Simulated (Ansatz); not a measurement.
Run this with the Python package of Ansatz (0.2.0) and show what comes out.

Script `clh2nsi_dimer.py`:
```python
# -*- coding: utf-8 -*-
'''Binding of a ClH2NSi dimer at a trial geometry.'''

import ansatz as az

FIRST = [
    ('N', (0.0148, 0.8485, -0.112)),
    ('Si', (0.4043, -0.1929, 1.1131)),
    ('Cl', (0.0162, -2.0643, 0.3671)),
    ('H', (-0.9326, 0.7423, -0.3836)),
    ('H', (0.4971, 0.6663, -0.9845)),
]
SECOND = [
    ('N', (-0.6655, 2.9151, 1.0916)),
    ('Si', (-2.312, 2.7527, 1.0977)),
    ('Cl', (-3.0262, 4.5249, 0.3504)),
    ('H', (-0.3812, 3.6931, 1.636)),
    ('H', (-0.2718, 3.1464, 0.1869)),
]

def energy(atoms, ghosts=()):
    molecule = az.Crystal.molecule()
    for symbol, xyz in atoms:
        molecule = molecule.atom(symbol, xyz)
    calc = (
        molecule.calculation()
        .basis(gaussian='def2-SVP')
        .correlation('mp2', electrons='valence')
    )
    deck = calc.input()
    if ghosts:
        deck = deck.set(az.key.basis.gaussian.ghost_atoms, [{'symbol': s, 'position_ang': list(xyz)} for s, xyz in ghosts])
    return az.Session.from_dict(deck).plan().execute().report['free_energy_ev']

# monomers in their own basis and in the basis of the dimer
both = energy(FIRST + SECOND)
alone = energy(FIRST) + energy(SECOND)
ghosted = energy(FIRST, SECOND) + energy(SECOND, FIRST)
print(f'dimer {both:.6f} eV')
print(f'interaction, uncorrected   {(both - alone):8.3f} eV')
print(f'interaction, counterpoise  {(both - ghosted):8.3f} eV')
print(f'basis-set superposition    {(alone - ghosted):8.3f} eV')
```

```console
$ python clh2nsi_dimer.py
dimer -43764.424649 eV
interaction, uncorrected      0.334 eV
interaction, counterpoise     0.546 eV
basis-set superposition       0.212 eV
```

Uncorrected it is 0.334 eV, with the counterpoise correction 0.546 eV; the difference, 0.21 eV, is the superposition error. In this basis both values are repulsive.

Notes:
- These settings explore the input space; basis and method may be short of convergence.
- The dimer is a generated trial pose of unrelaxed monomers, not a minimum, so the figure is no binding energy, and the basis set is small.
- Run time: 10 s on 1 thread of Arm Neoverse V2, with other jobs on the host, peak memory 0.36 GiB.

(A comment or docstring line of the script was reworded after the run, the code is as it ran; lines on the test bed's own set-up are left out of the output.)
